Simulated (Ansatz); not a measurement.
**Cl₂GeHS radical: basis-set convergence**

How large a basis does Cl₂GeHS radical need? Two functionals are run in growing sets.

The runs use Ansatz 0.2.0, Gaussian basis; one geometry, several basis sets.

Levels to be run: PBE0-D4/def2-SVP; ωB97M-V/def2-SVP; PBE0-D4/def2-QZVPP; the functionals' def2-TZVPP values are taken from earlier runs.

3 further runs of the same task are left out: 3 that didn't finish.

### Step 1. The relaxed structure

The geometry comes from an earlier relaxation with PBE0-D4 in a triple-zeta def2 set; it is a stationary point.

SMILES `[SH][Ge]([Cl])[Cl]`, 5 atoms, charge 0, spin multiplicity 2.

Atoms are counted from 1 here; the program's logs count them from 0.

Bond lengths: S1–Ge2 2.226 Å, S1–H5 1.345 Å, Ge2–Cl3 2.155 Å, Ge2–Cl4 2.165 Å. Angles: Ge2–S1–H5 92.0°, S1–Ge2–Cl3 105.6°, S1–Ge2–Cl4 110.5°, Cl3–Ge2–Cl4 108.7°.

Coordinates:

```xyz
5

S     0.1536    1.6171   -0.1945
Ge   -0.0181   -0.4490    0.6149
Cl    2.0058   -1.1123    0.9403
Cl   -0.9526   -1.7578   -0.8348
H    -1.1389    1.6284   -0.5673
```

### Step 2. PBE0-D4 in def2-SVP

File in.yaml:

```yaml
crystal:
  periodic: [false, false, false]
  atoms:
    - {symbol: S, position_ang: [0.153602, 1.617094, -0.194546]}
    - {symbol: Ge, position_ang: [-0.018054, -0.448973, 0.614919]}
    - {symbol: Cl, position_ang: [2.005822, -1.112325, 0.940328]}
    - {symbol: Cl, position_ang: [-0.952628, -1.757842, -0.834837]}
    - {symbol: H, position_ang: [-1.138941, 1.628445, -0.567264]}
basis:
  gaussian: {orbitals: def2-SVP}
magnetization: {spin_polarized: true, initial_magnetization: 1}
hamiltonian: {xc: pbe0, dispersion: d4}
output: {orbitals: {seedname: orbitals}}
```

Further steps of the session: ωB97M-V in def2-SVP; PBE0-D4 in def2-QZVPP.

Q: Predict the results of all the runs planned. Wanted: PBE0-D4: double and triple zeta above quadruple.

**Answer**, as computed:

```
                                       quantity           value
PBE0-D4: double and triple zeta above quadruple  21.92, 2.28 eV
```

What this shows: PBE0-D4 gains 19.64 eV from double to triple zeta, then 2.28 eV more. Total energies overstate the basis error of differences, where much of it tends to cancel.
